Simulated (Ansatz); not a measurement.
**BGe2H (singlet): the correlation ladder at a displaced geometry (v2), cc-pVDZ**

The task here is to estimate one member of a computed series from the others.

Method: cc-pVDZ, core rule «outside noble gas», up to 29 orbitals frozen; program: Ansatz 0.2.0, Gaussian basis.

The runs, in order: UHF; CCSD(T) on RHF; CCSD(T) on UHF; BCCD(T) on RHF; CISD; CCSDT(Q) on RHF; CCSDT(Q) on UHF; CASSCF and MRCISD+Q, 8 electrons in 8 orbitals; CASSCF and NEVPT2, 8 electrons in 8 orbitals.

24 further runs of the same task are left out: 13 that didn't finish, 11 set aside as unsound or not needed. Runs told in other sessions of the task aren't counted.

**The geometry**

The geometry is a PBE0/def2-TZVP stationary point (not a proven minimum) with its atoms shifted at random (size 0.100 Å). No spin-orbit coupling is included. The filled d shell of Ge may be among the frozen orbitals whatever the setting's name suggests.

4 atoms, charge 0, spin multiplicity 1.

Atoms are counted from 1 here; the program's logs count them from 0.

Bond lengths: Ge1–B2 1.933 Å, B2–Ge3 1.958 Å, B2–H4 1.125 Å. Angles: Ge1–B2–Ge3 108.6°, Ge1–B2–H4 123.5°, Ge3–B2–H4 125.3°.

The first run:

in.yaml

```yaml
crystal:
  periodic: [false, false, false]
  atoms:
    - {symbol: Ge, position_ang: [0.052186, -0.080040, 1.578304]}
    - {symbol: B, position_ang: [-0.112688, 1.036724, 0.009079]}
    - {symbol: Ge, position_ang: [-0.036068, -0.104090, -1.579920]}
    - {symbol: H, position_ang: [0.047041, 2.150113, 0.019113]}
basis:
  gaussian: {orbitals: cc-pVDZ}
magnetization: {spin_polarized: true, initial_magnetization: 0}
hamiltonian: {xc: hf}
output: {orbitals: {seedname: orbitals}}
```

Run with:

```bash
ansatz run in.yaml --threads 1 --pin off --events-out ev --progress --plain --max-ram 2393MiB
```

Steps of the session up to this table: UHF; CCSD(T) on RHF; CCSD(T) on UHF; BCCD(T) on RHF; CISD; CCSDT(Q) on RHF; CCSDT(Q) on UHF; CASSCF and MRCISD+Q, 8 electrons in 8 orbitals; CASSCF and NEVPT2, 8 electrons in 8 orbitals.

One table of the session follows, with a row left open; its other results are not shown here.

| method | from RCCSDT(Q) (meV) |
| --- | --- |
| RHF | +7828.9 |
| UHF | +7476.7 |
| RMP2 | +1515.4 |
| UMP2 | +2089.4 |
| CISD | ? |
| RCCSD | +555.2 |
| UCCSD | +610.5 |
| RCCSD(T) | +119.6 |
| UCCSD(T) | +205.9 |
| BCCD(T) | +109.4 |
| RCCSDT | +59.7 |
| UCCSDT | +76.6 |
| RCCSDT(Q) | 0 |
| UCCSDT(Q) | -1.7 |
| CASSCF frontier | +5931.3 |
| MRCISD frontier | +839.7 |
| MRCISD+Q frontier | +146.6 |

Estimate the missing values for CISD.

The run gave: from RCCSDT(Q) (meV): +1430.8. In the column «from RCCSDT(Q) (meV)» it lies between MRCISD frontier (+839.7) and RMP2 (+1515.4).

Not comparable, so not listed: CASSCF and NEVPT2, 8 electrons in 8 orbitals (they don't share determinant, frozen orbitals or solution with the rows shown, or repeat one).

Limits of these values: The determinant of HF (⟨S²⟩ 1.18) is far from a pure spin state, so its energy mixes those of several spin states; that is harmless only where they are near-degenerate. The determinant of CCSD(T) (⟨S²⟩ 1.18) is far from a pure spin state, so its energy mixes those of several spin states; high orders of coupled cluster remove much of that, low ones don't. The determinant of CCSDT(Q) (⟨S²⟩ 1.18) is far from a pure spin state, so its energy mixes those of several spin states; high orders of coupled cluster remove much of that, low ones don't. Warnings: restricted reference is unstable; spin contamination; large T1 diagnostic. Restricted and unrestricted rows rest on different reference determinants; a gap between their highest levels can come from leftover correlation error, from unlike frozen cores or from another state. Warnings in the runs' records: passed over end.
